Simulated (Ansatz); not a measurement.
# ZrCl4: geometry, orbitals and charge

Aim: characterise ZrCl4 as a singlet: its structure, frontier levels and distribution of charge.

The runs use Ansatz 0.2.0, Gaussian basis; RKS PBE0-D4/def2-TZVP.

Plan: relaxation at r2SCAN-D4/def2-SVP; a search for the lowest solution at PBE0-D4/def2-SVP; a single point at PBE0-D4/def2-TZVP; harmonic vibrations at r2SCAN-D4/def2-SVP.

## (1) Starting geometry

5 atoms, charge 0, spin multiplicity 1.

Atoms are counted from 1 here; the program's logs count them from 0.

Bond lengths: Zr1–Cl2 2.251 Å, Zr1–Cl3 2.252 Å, Zr1–Cl4 2.251 Å, Zr1–Cl5 2.251 Å. Angles: Cl2–Zr1–Cl3 109.5°, Cl2–Zr1–Cl4 109.5°, Cl2–Zr1–Cl5 109.5°, Cl3–Zr1–Cl4 109.5°, Cl3–Zr1–Cl5 109.5°, Cl4–Zr1–Cl5 109.5°.

Geometry (Å):

```xyz
5
Cl4Zr
Zr   -0.00012   -0.00011   -0.00006
Cl    0.01049   -0.01434    2.25130
Cl    2.11926    0.01032   -0.76015
Cl   -1.06960    1.84014   -0.73377
Cl   -1.06002   -1.83601   -0.75732
```

Formally the metal is d0. Zr takes a core potential in the def2 sets. No spin-orbit coupling is included.

The start is a GFN2-xTB geometry.

## (2) Relaxation at r2SCAN-D4/def2-SVP

in.yaml

```yaml
crystal:
  periodic: [false, false, false]
  atoms:
    - {symbol: Zr, position_ang: [-0.000120, -0.000110, -0.000060]}
    - {symbol: Cl, position_ang: [0.010490, -0.014340, 2.251300]}
    - {symbol: Cl, position_ang: [2.119260, 0.010320, -0.760150]}
    - {symbol: Cl, position_ang: [-1.069600, 1.840140, -0.733770]}
    - {symbol: Cl, position_ang: [-1.060020, -1.836010, -0.757320]}
basis:
  gaussian: {orbitals: def2-SVP}
hamiltonian: {xc: r2scan, dispersion: d4}
scf: {omitted_lower_state_checks: [starts]}
output: {orbitals: {seedname: orbitals}}
relax: {f_tol: 0.02, max_steps: 100}
```

On the command line:

```sh
$ ansatz run in.yaml --threads 2 --pin off --events-out ev --progress --plain --max-ram 4352MiB
```

After this run come: Searching for the lowest solution, PBE0-D4/def2-SVP; Single point, PBE0-D4/def2-TZVP; Vibrations by finite differences.

**Question.** What will the summary of the whole plan be? Wanted: point group; donor atoms of the metal; HOMO, LUMO at PBE0-D4/def2-TZVP; charge on the metal; dipole at r2SCAN-D4/def2-SVP; lowest, highest wavenumber.

As calculated:

```
                                         quantity                                 value
                                      point group                                    Td
                         donor atoms of the metal  Cl 2.33, Cl 2.33, Cl 2.33, Cl 2.33 Å
                  HOMO, LUMO at PBE0-D4/def2-TZVP                       -9.73, -2.78 eV
charge on the metal (Mulliken, PBE0-D4/def2-TZVP)                               +1.34 e
                     dipole at r2SCAN-D4/def2-SVP                                0.00 D
                       lowest, highest wavenumber                          96, 430 cm⁻¹
```

**Reading.** The molecule keeps its bonding pattern by the stored test; the atoms moved 0.07 Å (rms). The Mulliken charge of the metal, +1.34 e, depends on the basis and isn't its oxidation state. All wavenumbers are real: a minimum at this level. Whether this spin is the lowest isn't tested here.
